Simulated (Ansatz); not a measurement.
# FH3S3Ti: up Jacob's ladder to CCSD(T)

The task here is to estimate one member of a computed series from the others.

The runs use Ansatz 0.2.0, Gaussian basis; functionals in def2-TZVPP, the program's frozen cores in correlated methods.

Levels to be run: LDA (SPW92), PBE-D4, revPBE-D4, BLYP-D4, r2SCAN-D4, B97M-V, PBE0-D4, B3LYP-D4, r2SCANh-D4, r2SCAN0-D4, HSE06-D4, BHLYP-D4, CAM-B3LYP-D4, LC-ωPBE, ωB97X-V, ωB97M-V, B2PLYP, PBE-QIDH; CCSD(T)/def2-SVP; CCSD(T)/def2-TZVPP; MP2/def2-QZVPP; extrapolation to the limit; RPA on PBE.

### Structure used throughout

All runs share one geometry, relaxed beforehand with PBE0-D4 in a triple-zeta def2 set.

SMILES `[F][Ti]([SH])([SH])[SH]`, 8 atoms, charge 0, spin multiplicity 1.

Atoms are counted from 1 here; the program's logs count them from 0.

Bond lengths: F1–Ti2 1.739 Å, Ti2–S3 2.280 Å, Ti2–S4 2.280 Å, Ti2–S5 2.280 Å, S3–H6 1.346 Å, S4–H7 1.346 Å, S5–H8 1.346 Å. Angles: F1–Ti2–S3 109.9°, F1–Ti2–S4 109.9°, F1–Ti2–S5 109.9°, S3–Ti2–S4 109.1°, S3–Ti2–S5 109.1°, S4–Ti2–S5 109.1°, Ti2–S3–H6 91.4°, Ti2–S4–H7 91.4°, Ti2–S5–H8 91.4°.

The first run:

The input, in.yaml:

```yaml
crystal:
  periodic: [false, false, false]
  atoms:
    - {symbol: F, position_ang: [-2.043971, 1.382463, -0.016754]}
    - {symbol: Ti, position_ang: [-0.602974, 0.408402, -0.009983]}
    - {symbol: S, position_ang: [0.338430, 0.430844, 2.066000]}
    - {symbol: S, position_ang: [0.895859, 1.232868, -1.516659]}
    - {symbol: S, position_ang: [-1.117415, -1.740335, -0.571232]}
    - {symbol: H, position_ang: [1.577127, 0.458711, 1.539187]}
    - {symbol: H, position_ang: [1.275551, -0.010333, -1.867348]}
    - {symbol: H, position_ang: [-0.230507, -2.219720, 0.321087]}
basis:
  gaussian: {orbitals: def2-TZVPP}
hamiltonian: {xc: lda}
output: {orbitals: {seedname: orbitals}}
```

On the command line:

```console
$ ansatz run in.yaml --threads 4 --pin off --events-out ev --progress --plain --max-ram 10444MiB
```

Among the steps run: LDA; PBE-D4 (GGA); revPBE-D4 (GGA); BLYP-D4 (GGA); r2SCAN-D4 (meta-GGA); B97M-V (meta-GGA); B3LYP-D4 (hybrid); r2SCANh-D4 (hybrid); r2SCAN0-D4 (hybrid); HSE06-D4 (hybrid); BHLYP-D4 (hybrid); CAM-B3LYP-D4 (range-separated); LC-ωPBE (range-separated); ωB97X-V (range-separated); ωB97M-V (range-separated); B2PLYP (double hybrid); PBE-QIDH (double hybrid).

One table of the session follows, with a row left open; its other results are not shown here.

It belongs to the step «Frontier levels by functional». 

```
  functional  HOMO (eV)  LUMO (eV)  gap (eV)
 LDA (SPW92)      -6.85      -4.15      2.70
      PBE-D4          ?          ?         ?
   revPBE-D4      -6.64      -3.85      2.79
     BLYP-D4      -6.51      -3.79      2.73
   r2SCAN-D4      -6.98      -3.89      3.09
      B97M-V      -7.04      -3.87      3.17
     PBE0-D4      -7.87      -3.05      4.82
    B3LYP-D4      -7.61      -3.26      4.35
  r2SCANh-D4      -7.41      -3.54      3.87
  r2SCAN0-D4      -8.06      -3.01      5.05
    HSE06-D4      -7.47      -3.43      4.04
    BHLYP-D4      -8.88      -1.98      6.90
CAM-B3LYP-D4      -9.11      -1.98      7.13
     LC-ωPBE     -10.48      -0.98      9.50
     ωB97X-V     -10.12      -0.96      9.17
     ωB97M-V      -9.95      -0.93      9.02
```

**Question.** Estimate the row for PBE-D4.

**Answer.** HOMO (eV): -6.70; LUMO (eV): -3.93; gap (eV): 2.77. In the column «HOMO (eV)» it lies between LDA (SPW92) (-6.85) and revPBE-D4 (-6.64).
